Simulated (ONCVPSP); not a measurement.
# F: the cost of one run

Method: ONCVPSP 4.0.1.1 (patched build), LDA (Perdew-Wang 92), scalar-relativistic.

**1. Starting point**

Typed settings, in words:

* element: fluorine (F, Z = 9)
* type: optimised norm-conserving Vanderbilt (ONCV)
* frozen core: [He]
* valence charge: 7
* reference configuration: 2s1.75 2p5.25
* partial waves: 2s: rc 0.85 bohr, ncon 4, nbas 8, qcut 7.5 1/bohr, 2 projectors, debl 0.4 Ha; 2p: rc 1.25 bohr, ncon 4, nbas 7, qcut 11.1 1/bohr, 2 projectors, debl 3 Ha; d scattering state at 0.03 Ha: rc 1.20 bohr, ncon 3, nbas 6, qcut 9.3 1/bohr, 3 projectors, debl 0.5 Ha
* local potential: polynomial inside 0.70 bohr (lpopt 5, dvloc0 0 Ha)
* core correction: Teter function, fcfact 5.5, rcfact 1.65

**2. The generation run**

F.dat

```
# ATOM AND REFERENCE CONFIGURATION
# atsym  z   nc   nv     iexc    psfile
  F 9.00    1    2  -001012      upf
#
#   n    l    f
    1    0    2.00
    2    0    1.75
    2    1    5.25
#
# PSEUDOPOTENTIAL AND OPTIMIZATION
# lmax
    2
#
#   l,   rc,      ep,       ncon, nbas, qcut
    0    0.85    0.00    4    8    7.50
    1    1.25    0.00    4    7   11.10
    2    1.20    0.03    3    6    9.30
#
# LOCAL POTENTIAL
# lloc, lpopt,  rc(5),   dvloc0
    4    5    0.70    0.00
#
# VANDERBILT-KLEINMAN-BYLANDER PROJECTORs
# l, nproj, debl
    0    2    0.40
    1    2    3.00
    2    3    0.50
#
# MODEL CORE CHARGE
# icmod, fcfact, rcfact
    3    5.50    1.65
#
# LOG DERIVATIVE ANALYSIS
# epsh1, epsh2, depsh
   -3.00    5.00    0.02
#
# OUTPUT GRID
# rlmax, drl
    6.00    0.01
#
# TEST CONFIGURATIONS
# ncnf
    4
# nvcnf
#   n    l    f
    2
    2    0    2.00
    2    1    5.00
#
    2
    2    0    2.00
    2    1    4.00
#
    2
    2    0    2.00
    2    1    3.00
#
    2
    2    0    2.00
    2    1    1.00
#
```

On the command line:

```sh
$ oncvpsp.x < F.dat > F.out
```

**Question.** How long does this run take on 1 thread of Neoverse-N1, shared host?

About 4.6 s.
